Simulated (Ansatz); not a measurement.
# C3H8BNO: a ladder of functionals and wavefunction methods

An exercise on one series of results from a longer session: the logs are not shown, and one member is left open.

Computed with Ansatz 0.2.0, Gaussian basis. Level: functionals in def2-TZVPP, the program's frozen cores in correlated methods.

Plan: LDA (SPW92), PBE-D4, revPBE-D4, BLYP-D4, r2SCAN-D4, B97M-V, PBE0-D4, B3LYP-D4, r2SCANh-D4, r2SCAN0-D4, HSE06-D4, BHLYP-D4, CAM-B3LYP-D4, LC-ωPBE, ωB97X-V, ωB97M-V, B2PLYP, PBE-QIDH; CCSD(T)/def2-SVP; CCSD(T)/def2-TZVPP; MP2/def2-QZVPP; extrapolation to the limit; RPA on PBE.

## The geometry

An earlier PBE0-D4 in a triple-zeta def2 set relaxation fixed the geometry.

SMILES `B/C=C(\O)CN`, 14 atoms, charge 0, spin multiplicity 1.

Atoms are counted from 1 here; the program's logs count them from 0.

Bond lengths: B1–C2 1.516 Å, B1–H7 1.199 Å, B1–H8 1.196 Å, C2–C3 1.354 Å, C2–H9 1.087 Å, C3–O4 1.343 Å, C3–C5 1.505 Å, O4–H10 0.962 Å, C5–N6 1.455 Å, C5–H11 1.091 Å, C5–H12 1.098 Å, N6–H13 1.013 Å, N6–H14 1.012 Å. Angles: C2–B1–H7 120.0°, C2–B1–H8 121.1°, H7–B1–H8 118.9°, B1–C2–C3 125.2°, B1–C2–H9 120.9°, C3–C2–H9 113.8°, C2–C3–O4 121.1°, C2–C3–C5 123.6°, O4–C3–C5 115.3°, C3–O4–H10 110.0°, C3–C5–N6 114.7°, C3–C5–H11 108.7°, C3–C5–H12 109.4°, N6–C5–H11 108.7°, N6–C5–H12 108.3°, H11–C5–H12 106.7°, C5–N6–H13 110.1°, C5–N6–H14 112.1° and more.

Geometry (Å):

```xyz
14
C3H8BNO
B    -0.6492   -2.4793   -0.3943
C    -0.8136   -0.9730   -0.3635
C     0.1987   -0.0788   -0.2650
O     1.4740   -0.4851   -0.1554
C    -0.0094    1.4100   -0.2056
N     0.2330    2.0055    1.0997
H    -1.6139   -3.1855   -0.4804
H     0.4337   -2.9846   -0.3378
H    -1.7980   -0.5170   -0.4283
H     2.0646    0.2735   -0.1922
H    -1.0334    1.6329   -0.5070
H     0.6485    1.8993   -0.9357
H    -0.3436    1.5547    1.8001
H     1.1955    1.8980    1.3942
```

The first run:

in.yaml

```yaml
crystal:
  periodic: [false, false, false]
  atoms:
    - {symbol: B, position_ang: [-0.649174, -2.479252, -0.394275]}
    - {symbol: C, position_ang: [-0.813567, -0.973005, -0.363487]}
    - {symbol: C, position_ang: [0.198679, -0.078840, -0.265019]}
    - {symbol: O, position_ang: [1.473993, -0.485081, -0.155369]}
    - {symbol: C, position_ang: [-0.009366, 1.410043, -0.205602]}
    - {symbol: N, position_ang: [0.233002, 2.005501, 1.099730]}
    - {symbol: H, position_ang: [-1.613882, -3.185457, -0.480371]}
    - {symbol: H, position_ang: [0.433704, -2.984590, -0.337835]}
    - {symbol: H, position_ang: [-1.797956, -0.517012, -0.428250]}
    - {symbol: H, position_ang: [2.064550, 0.273549, -0.192211]}
    - {symbol: H, position_ang: [-1.033438, 1.632883, -0.507010]}
    - {symbol: H, position_ang: [0.648522, 1.899329, -0.935695]}
    - {symbol: H, position_ang: [-0.343577, 1.554659, 1.800135]}
    - {symbol: H, position_ang: [1.195511, 1.897972, 1.394158]}
basis:
  gaussian: {orbitals: def2-TZVPP}
hamiltonian: {xc: lda}
output: {orbitals: {seedname: orbitals}}
```

Steps of the session up to this table: LDA; PBE-D4 (GGA); revPBE-D4 (GGA); BLYP-D4 (GGA); r2SCAN-D4 (meta-GGA); B97M-V (meta-GGA); PBE0-D4 (hybrid); B3LYP-D4 (hybrid); r2SCANh-D4 (hybrid); r2SCAN0-D4 (hybrid); HSE06-D4 (hybrid); BHLYP-D4 (hybrid); CAM-B3LYP-D4 (range-separated); LC-ωPBE (range-separated); ωB97X-V (range-separated); ωB97M-V (range-separated); B2PLYP (double hybrid); PBE-QIDH (double hybrid).

One table of the session follows, with a row left open; its other results are not shown here.

It belongs to the step «Frontier levels by functional». 

| functional | HOMO (eV) | LUMO (eV) | gap (eV) |
| --- | --- | --- | --- |
| LDA (SPW92) | -6.16 | -2.73 | 3.43 |
| PBE-D4 | -5.98 | -2.46 | 3.52 |
| revPBE-D4 | -5.91 | -2.35 | 3.56 |
| BLYP-D4 | -5.85 | -2.31 | 3.54 |
| r2SCAN-D4 | ? | ? | ? |
| B97M-V | -6.28 | -2.21 | 4.06 |
| PBE0-D4 | -7.16 | -1.55 | 5.61 |
| B3LYP-D4 | -6.95 | -1.76 | 5.19 |
| r2SCANh-D4 | -6.65 | -1.88 | 4.77 |
| r2SCAN0-D4 | -7.30 | -1.40 | 5.90 |
| HSE06-D4 | -6.76 | -1.93 | 4.83 |
| BHLYP-D4 | -8.13 | -0.54 | 7.59 |
| CAM-B3LYP-D4 | -8.46 | -0.50 | 7.96 |
| LC-ωPBE | -9.78 | 0.61 | 10.39 |
| ωB97X-V | -9.42 | 0.56 | 9.98 |
| ωB97M-V | -9.36 | 0.39 | 9.75 |

Q: Estimate the row for r2SCAN-D4 from the others.

Worked estimate for «HOMO (eV)». Against the share of exact exchange, r2SCANh-D4 (0.1, -6.65), r2SCAN0-D4 (0.25, -7.30) give a slope of -4.33 per unit share; at 0 the line stands at -6.22.

As computed: HOMO (eV): -6.21; LUMO (eV): -2.21; gap (eV): 4.00. In «HOMO (eV)» the line misses by -0.01.
